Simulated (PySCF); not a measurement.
# He with other numerical set-ups

The method stays; parts of the set-up, such as the basis or the Hamiltonian, are changed.

Program: PySCF 2.14.0. Level of theory: method and basis as typed in the scripts. These are calculated values, not measurements.

3 further runs of the same task are left out: 3 that didn't finish.

## 1. The atom

He: 1 atom, charge 0, spin multiplicity 1.

## 2. The base run

input.py reads:

```python
from pyscf import gto, scf, mp

mol = gto.M(
    atom='He 0 0 0',
    basis='sbkjc',
    charge=0,
    spin=0,
    verbose=4,
)
mf = scf.RHF(mol)
mf.kernel()
mp.MP2(mf).kernel()
mf.dip_moment()
print('orbital energies (hartree):', mf.mo_energy[..., max(0, mol.nelec[1]-3):mol.nelec[0]+3].round(4))
```

Run with:

```console
OMP_NUM_THREADS=1 python input.py
```

Its log is not repeated here.

It gives: E(SCF) = -2.835680 Eh, 4 cycles, E(MP2) − E(SCF) = -0.01150 Eh.

## 3. Aug-cc-pvdz

Variant 1 changes basis set: sbkjc → aug-cc-pvdz.

input.py reads:

```python
from pyscf import gto, scf, mp

mol = gto.M(
    atom='He 0 0 0',
    basis='aug-cc-pvdz',
    charge=0,
    spin=0,
    verbose=4,
)
mf = scf.RHF(mol)
mf.kernel()
mp.MP2(mf).kernel()
mf.dip_moment()
print('orbital energies (hartree):', mf.mo_energy[..., max(0, mol.nelec[1]-3):mol.nelec[0]+3].round(4))
```

Run with:

```console
OMP_NUM_THREADS=1 python input.py
```

## 4. Spin-free X2C on

Variant 2 changes spin-free X2C: off → on.

input.py: that of step 2 with these lines changed.

```diff
@@ -10,2 +10,3 @@
 mf = scf.RHF(mol)
+mf = mf.sfx2c1e()
 mf.kernel()
```

## 5. 6-31g*

Variant 3 changes basis set: sbkjc → 6-31g*.

input.py: that of step 2 with these lines changed.

```diff
@@ -4,3 +4,3 @@
     atom='He 0 0 0',
-    basis='sbkjc',
+    basis='6-31g*',
     charge=0,
```

## 6. X2c-tzvpall (X2C on)

Variant 4 changes basis set: sbkjc → x2c-tzvpall; spin-free X2C: off → on.

input.py: that of step 2 with these lines changed.

```diff
@@ -4,3 +4,3 @@
     atom='He 0 0 0',
-    basis='sbkjc',
+    basis='x2c-tzvpall',
     charge=0,
@@ -10,2 +10,3 @@
 mf = scf.RHF(mol)
+mf = mf.sfx2c1e()
 mf.kernel()
```

## 7. Def2-tzvp

Variant 5 changes basis set: sbkjc → def2-tzvp.

input.py: that of step 2 with these lines changed.

```diff
@@ -4,3 +4,3 @@
     atom='He 0 0 0',
-    basis='sbkjc',
+    basis='def2-tzvp',
     charge=0,
```

**Question.** What will these runs give? Wanted: for each run, E(SCF); from base; gap; after the SCF.

The runs gave:

```tsv
run	E(SCF) (hartree)	from base (eV)	cycles	gap (eV)	functions	after the SCF
base	-2.835680	0	4	81.23	2	MP2 correlation -0.313 eV
aug-cc-pvdz	-2.855705	-0.5449	4	29.70	9	MP2 correlation -0.734 eV
spin-free X2C on	-2.835759	-0.0022	4	81.22	2	MP2 correlation -0.313 eV
6-31g*	-2.855160	-0.5301	3	62.97	2	MP2 correlation -0.305 eV
x2c-tzvpall (X2C on)	-2.859993	not comparable	4	47.52	6	MP2 correlation -0.727 eV
def2-tzvp	-2.859895	-0.6589	4	47.52	6	MP2 correlation -0.727 eV
```

**Reading.** Of the runs whose energies can be compared, “def2-tzvp” moves the SCF energy most (-0.659 eV). aug-cc-pvdz (9 functions) gives an energy 0.54 eV lower than sbkjc (2). Scalar relativity lowers the total energy by 0.00 eV, nearly all of it in the inner shells; a basis contracted without relativity catches only part of it. 6-31g* (2 functions) gives an energy 0.53 eV lower than sbkjc (2). def2-tzvp (6 functions) gives an energy 0.66 eV lower than sbkjc (2).
